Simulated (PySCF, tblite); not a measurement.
# C7H13N2P: geometry, infrared bands and NMR shifts

What infrared bands and NMR shifts should C7H13N2P (`CCCCn1cpc(C)n1`) show?

Computed with tblite 0.8.0 and PySCF 2.14.0, with density-fitted response routines of our own, on a single molecule in the gas phase. Atoms are numbered from 0 throughout.

### Step 1. The starting structure

23 atoms, charge 0, multiplicity 1; geometry from: force field or distance geometry start.

Bonds of the start (Å): C0–C1 1.52, C1–C2 1.53, C2–C3 1.54, C3–N4 1.45, N4–C5 1.37, C5–P6 1.83, P6–C7 1.85, C7–C8 1.48, C7–N9 1.35, N9–N4 1.36, C0–H10 1.09, C0–H11 1.10, C0–H12 1.11, C1–H13 1.10, C1–H14 1.09, C2–H15 1.09, C2–H16 1.10, C3–H17 1.10, C3–H18 1.09, C5–H19 1.07, C8–H20 1.09, C8–H21 1.09, C8–H22 1.11.

### Step 2. Geometry optimisation with GFN2-xTB

The job: settings as JSON, then the geometry in Å.

```
{"job": {"kind": "relax", "xc": "GFN2-xTB", "basis": "xTB"}, "charge": 0, "multiplicity": 1}
C     -3.027500    -0.914800     1.244200
C     -2.111600    -0.091400     0.350200
C     -1.277300    -0.999300    -0.563900
C     -0.398100    -0.198000    -1.537300
N      0.674200     0.516300    -0.861500
C      0.728500     1.875500    -0.711300
P      2.226500     2.479700     0.156600
C      2.613100     0.670800     0.180800
C      3.862100     0.157000     0.795500
N      1.727900    -0.187600    -0.380600
H     -2.472300    -1.607200     1.872700
H     -3.746200    -1.495600     0.644600
H     -3.617000    -0.249800     1.910700
H     -1.438700     0.496300     0.995900
H     -2.705200     0.615900    -0.232000
H     -0.679300    -1.680900     0.045100
H     -1.969000    -1.611100    -1.158400
H      0.076500    -0.890500    -2.246300
H     -0.990800     0.518000    -2.097900
H     -0.043100     2.532100    -1.059100
H      4.732400     0.586600     0.297800
H      3.923000    -0.928200     0.723500
H      3.907300     0.433100     1.868500
```

Run with:

```
$ OMP_NUM_THREADS=1 python probes_run.py task.json out
```

One launch serves the whole session: the jobs run in the order shown.

**Question.** This job is followed by: GFN2-xTB harmonic vibrations, gas phase; GIAO PBE0/pcSseg-1 NMR shielding, non-relativistic, gas phase. What will the session give for the following? strongest single infrared mode (GFN2-xTB); zero-point energy (GFN2-xTB); 13C shifts against TMS (PBE0/pcSseg-1); 1H shifts against TMS (PBE0/pcSseg-1, means over atoms taken as alike); 15N shifts against NH3 (PBE0/pcSseg-1); 31P shifts against H3PO4 (PBE0/pcSseg-1); surface potential, 1st and 99th percentile.

As calculated:

| quantity | value |
| --- | --- |
| strongest single infrared mode (GFN2-xTB) | 2987 cm⁻¹, 81 km/mol |
| zero-point energy (GFN2-xTB) | 121.0 kcal/mol |
| 13C shifts against TMS (PBE0/pcSseg-1) | 182.9, 167.4, 58.9, 37.5, 25.2, 21.2, 16.4 ppm |
| 1H shifts against TMS (PBE0/pcSseg-1, means over atoms taken as alike) | 8.44, 4.28, 2.85, 1.69, 1.11, 0.98 ppm |
| 15N shifts against NH3 (PBE0/pcSseg-1) | 365.0, 248.5 ppm |
| 31P shifts against H3PO4 (PBE0/pcSseg-1) | 106.1 ppm |
| surface potential, 1st and 99th percentile | -1.33 V and 1.22 V |

**Reading.** Relaxing lowered the energy by 0.482 eV in 73 steps; the close pair that moved most is C5–P6, from 1.834 to 1.721 Å. All 63 modes are real, so the xTB geometry is a minimum. The strongest single mode, at 2987 cm⁻¹, moves mainly H16. Unscaled tight-binding wavenumbers are off by several per cent, some by more. Its intensities can rank the bands wrongly. At PBE0/pcSseg-1: The largest span, 475 ppm, is at N9, where the paramagnetic term is -427 ppm. NICS(1)zz of -28 ppm above the planar ring from N4 marks a diatropic (aromatic) ring current. At PBE0/pcSseg-1, counted by nearest atom on the grid, the HOMO lies on P6 47 %; N4 15 %, the LUMO on P6 35 %; C5 29 %.
